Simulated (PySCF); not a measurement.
# [La(H2O)7]3+: other functionals and bases at one geometry

The task here is to estimate one member of a computed series from the others.

The runs use PySCF 2.14.0; several levels, as the steps say, no spin–orbit coupling.

4 further runs of the same task are left out: 2 for a known fault of the program, 1 that didn't finish, 1 set aside as unsound or not needed.

**The starting structure**

22 atoms, charge 3, spin multiplicity 1.

Bond lengths: La1–O2 2.548 Å, La1–O5 2.548 Å, La1–O8 2.592 Å, La1–O11 2.577 Å, La1–O14 2.588 Å, La1–O17 2.588 Å, La1–O20 2.577 Å, O2–H3 0.978 Å, O2–H4 0.978 Å, O5–H6 0.978 Å, O5–H7 0.978 Å, O8–H9 0.975 Å, O8–H10 0.975 Å, O11–H12 0.975 Å, O11–H13 0.975 Å, O14–H15 0.975 Å, O14–H16 0.975 Å, O17–H18 0.975 Å and more. Angles: O2–La1–O5 180.0°, O2–La1–O8 90.0°, O2–La1–O11 90.0°, O2–La1–O14 90.0°, O2–La1–O17 90.0°, O2–La1–O20 90.0°, O5–La1–O8 90.0°, O5–La1–O11 90.0°, O5–La1–O14 90.0°, O5–La1–O17 90.0°, O5–La1–O20 90.0°, O8–La1–O11 72.0°, O8–La1–O14 143.8°, O8–La1–O17 143.8°, O8–La1–O20 72.0°, O11–La1–O14 71.8°, O11–La1–O17 144.3°, O11–La1–O20 143.9° and more.

As a file:

```xyz
22
charge 3, multiplicity 1
La   -0.00165    0.00000    0.00000
O    -0.00208    0.00000    2.54799
H     0.76177    0.00000    3.15849
H    -0.76629    0.00000    3.15807
O    -0.00208    0.00000   -2.54799
H     0.76177    0.00000   -3.15849
H    -0.76629    0.00000   -3.15807
O     2.59006    0.00000    0.00000
H     3.19868    0.00000    0.76222
H     3.19868    0.00000   -0.76222
O     0.79588    2.45088    0.00000
H     0.96624    3.03038    0.76582
H     0.96624    3.03038   -0.76582
O    -2.08887    1.52932    0.00000
H    -2.56289    1.90817    0.76367
H    -2.56289    1.90817   -0.76367
O    -2.08887   -1.52932    0.00000
H    -2.56289   -1.90817    0.76367
H    -2.56289   -1.90817   -0.76367
O     0.79588   -2.45088    0.00000
H     0.96624   -3.03038    0.76582
H     0.96624   -3.03038   -0.76582
```

Formal oxidation states: La +3. The 4f shell is empty and lies in the core potential. An earlier session relaxed this geometry at r2SCAN, La lcecp-1-SVP with ECP46, O def2-SVP, H def2-SVP (singlet, point group C2v).

At r2SCAN on the finer grid: E = -565.167181 Eh, HOMO -19.18 eV, LUMO -13.57 eV, Mulliken charge on La1 +1.33 e, largest force component 0.064 eV/Å. The large-core potential holds the 4f shell empty.

Levels to run: BP86; BLYP; wB97X; M06-L. Hardware: 4 threads of Arm Neoverse V2, shared host.

Set-up of the first run:

Input file run.py (the lines that set the calculation):

```python
mol = gto.M(atom='''
La    -0.00165     0.00000     0.00000
O     -0.00208     0.00000     2.54799
H      0.76177     0.00000     3.15849
H     -0.76629     0.00000     3.15807
O     -0.00208     0.00000    -2.54799
H      0.76177     0.00000    -3.15849
H     -0.76629     0.00000    -3.15807
O      2.59006     0.00000     0.00000
H      3.19868     0.00000     0.76222
H      3.19868     0.00000    -0.76222
O      0.79588     2.45088     0.00000
H      0.96624     3.03038     0.76582
H      0.96624     3.03038    -0.76582
O     -2.08887     1.52932     0.00000
H     -2.56289     1.90817     0.76367
H     -2.56289     1.90817    -0.76367
O     -2.08887    -1.52932     0.00000
H     -2.56289    -1.90817     0.76367
H     -2.56289    -1.90817    -0.76367
O      0.79588    -2.45088     0.00000
H      0.96624    -3.03038     0.76582
H      0.96624    -3.03038    -0.76582''',
    basis={'La': 'lcecp-1-SVP', 'O': 'def2-SVP', 'H': 'def2-SVP'},
    ecp={'La': 'lcecp-1-SVP'},
    charge=3, spin=0)
mf = dft.RKS(mol, xc='B88,P86')
mf.grids.atom_grid = (75, 302)  # f atoms: unpruned, at least (60, 302)
mf = mf.density_fit()  # fitting sets: La AutoAux, O def2-universal-JKFIT, H def2-universal-JKFIT
mf.conv_tol = 1e-08; mf.max_cycle = 55
mf.kernel(dm0)  # dm0: the density of the relaxed state
```

Command:

```
OMP_NUM_THREADS=4 python run.py
```

Among the steps run: BP86; BLYP; wB97X; M06-L.

One of the session's tables, all rows but one given; the rest of the session is left out.

```
                level  HOMO (eV)  gap (eV)  charge on La1 (e)  largest force component (eV/Å)
r2SCAN (relaxed here)     -19.18      5.60               1.33                            0.06
                 BP86     -18.81      4.93               1.14                            0.51
                 BLYP     -18.59      4.93               1.08                            0.47
                wB97X     -23.20     12.41               1.33                            0.15
                M06-L          ?         ?                  ?                               ?
```

**Question.** Estimate the row for M06-L.

As computed: HOMO (eV): -19.23; gap (eV): 5.88; charge on La1 (e): 1.53; largest force component (eV/Å): 0.14. In the column «HOMO (eV)» it lies between wB97X (-23.20) and r2SCAN (relaxed here) (-19.18).

In one basis the HOMO–LUMO gap runs from 4.93 eV (BP86) to 12.41 eV (wB97X). The largest leftover force, 0.51 eV/Å with BP86, stands at a geometry relaxed at another level. With 4f in the core, its levels are missing from HOMO and gap, and its count is fixed, so no charge can pass from the ligands into it. Total energies of different levels can't be compared.
